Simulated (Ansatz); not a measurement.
# NiSi: the cost of one run

Program: Ansatz 0.2.0. Level of theory: DFT PBE, scalar-relativistic, plane waves, PAW. These are calculated values, not measurements.

Spin polarisation is switched off on purpose; where the compound carries moments, volume, stiffness and gap are then not the real material's.

**1. Starting point**

The structure is orthorhombic, space group Pnma (No. 62). Conventional cell: a = 5.173 Å, b = 3.338 Å, c = 5.605 Å, α = 90.00°, β = 90.00°, γ = 90.00°. Si (site symmetry m) is surrounded by 6 Ni at 2.28 to 2.40 Å. Ni (site symmetry m) is surrounded by 6 Si at 2.28 to 2.40 Å.

As a file:

```cif
data_structure
_symmetry_space_group_name_H-M 'P 1'
_symmetry_Int_Tables_number 1
_cell_length_a 5.1731
_cell_length_b 3.3381
_cell_length_c 5.6049
_cell_angle_alpha 90.000
_cell_angle_beta 90.000
_cell_angle_gamma 90.000
_cell_volume 96.79
loop_
_atom_site_label
_atom_site_type_symbol
_atom_site_fract_x
_atom_site_fract_y
_atom_site_fract_z
_atom_site_occupancy
Si1 Si 0.32128 0.75000 0.08250 1
Si2 Si 0.17872 0.25000 0.58250 1
Si3 Si 0.82128 0.75000 0.41750 1
Si4 Si 0.67872 0.25000 0.91750 1
Ni1 Ni 0.00779 0.25000 0.18752 1
Ni2 Ni 0.49221 0.75000 0.68752 1
Ni3 Ni 0.50779 0.25000 0.31248 1
Ni4 Ni 0.99221 0.75000 0.81248 1
```

**2. Full relaxation**

input.yaml

```yaml
crystal:
  lattice:
    - [5.1731, 0.0, 0.0]
    - [0.0, 3.3381, 0.0]
    - [0.0, 0.0, 5.6049]
  atoms:
    - { symbol: Si, position: [0.32128, 0.75, 0.0825] }
    - { symbol: Si, position: [0.17872, 0.25, 0.5825] }
    - { symbol: Si, position: [0.82128, 0.75, 0.4175] }
    - { symbol: Si, position: [0.67872, 0.25, 0.9175] }
    - { symbol: Ni, position: [0.00779, 0.25, 0.18752] }
    - { symbol: Ni, position: [0.49221, 0.75, 0.68752] }
    - { symbol: Ni, position: [0.50779, 0.25, 0.31248] }
    - { symbol: Ni, position: [0.99221, 0.75, 0.81248] }
basis:
  ecutwfc: 420
  ecutrho_ratio: 4
kpoints:
  mp_grid: { grid: [8, 10, 6] }
hamiltonian:
  xc: pbe
scf:
  occupations: { method: gaussian, width: 0.05 }
output:
  forces: true
  stress: true
  eigenvalues: true
relax:
  f_tol: 0.01
  max_steps: 60
  cell: { stress_tol: 0.04 }
```

Started as:

```console
$ ansatz run input.yaml --threads 2 --pin off --max-ram 5120MiB --backend cpu --events-out ev --progress --plain --runs-dir out
```

What time and memory should one allow on 2 threads of Arm Neoverse V1, shared host?

About 1.9 min, with a peak of 0.69 GiB.
